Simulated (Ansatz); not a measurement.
# Ca3Pt: the cost of one run

Computed with Ansatz 0.2.0 (DFT PBE, scalar-relativistic, plane waves, PAW, unless a step's input says otherwise).

1 further run of the same task is left out (it didn't finish).

### 1 Starting point

The structure is trigonal, space group R-3m (No. 166). Conventional cell: a = 3.106 Å, b = 3.106 Å, c = 30.509 Å, α = 90.00°, β = 90.00°, γ = 120.00°. Ca (site symmetry 3m) has 3 Pt at 3.06 Å and 9 Ca at 3.11 to 3.16 Å as nearest neighbours. Ca (site symmetry -3m) is surrounded by 12 Ca at 3.11 to 3.16 Å. Pt (site symmetry -3m) has 6 Ca at 3.06 Å and 6 Pt at 3.11 Å as nearest neighbours.

As a file:

```
CELL_PARAMETERS angstrom
1.55325 0.89677 10.16968
-1.55325 0.89677 10.16968
0.00000 -1.79354 10.16968
ATOMIC_POSITIONS crystal
Ca 0.25194 0.25194 0.25194
Ca 0.50000 0.50000 0.50000
Ca 0.74806 0.74806 0.74806
Pt 0.00000 0.00000 0.00000
```

The cell is invented: species swapped into a database cell of MoPd3 (R-3m, No. 166), with Pt on the Mo sites and Ca on the Pd sites. Lengths come from tabulated atomic sizes and are only a guess.

### 2 A first look at the guess

File input.yaml:

```yaml
crystal:
  lattice:
    - [1.55324821, 0.89676827, 10.16968152]
    - [-1.55324821, 0.89676827, 10.16968152]
    - [0.0, -1.79353655, 10.16968152]
  atoms:
    - { symbol: Ca, position: [0.25193554, 0.25193554, 0.25193554] }
    - { symbol: Ca, position: [0.5, 0.5, 0.5] }
    - { symbol: Ca, position: [0.74806446, 0.74806446, 0.74806446] }
    - { symbol: Pt, position: [0.0, 0.0, 0.0] }
basis:
  ecutwfc: 420
kpoints:
  mp_grid: { grid: [6, 6, 6] }
hamiltonian:
  xc: pbe
scf:
  occupations: { method: gaussian, width: 0.1 }
  lower_state_search: "off"
output:
  forces: true
  stress: true
  eigenvalues: true
```

On the command line:

```sh
ansatz run input.yaml --threads 1 --pin off --max-ram 2560MiB --backend cpu --events-out ev --progress --plain --runs-dir out
```

Q: Estimate wall time and peak memory on 1 thread of Intel Xeon at 2.60GHz (Ice Lake), shared host.

About 3.4 s, with a peak of 0.43 GiB.
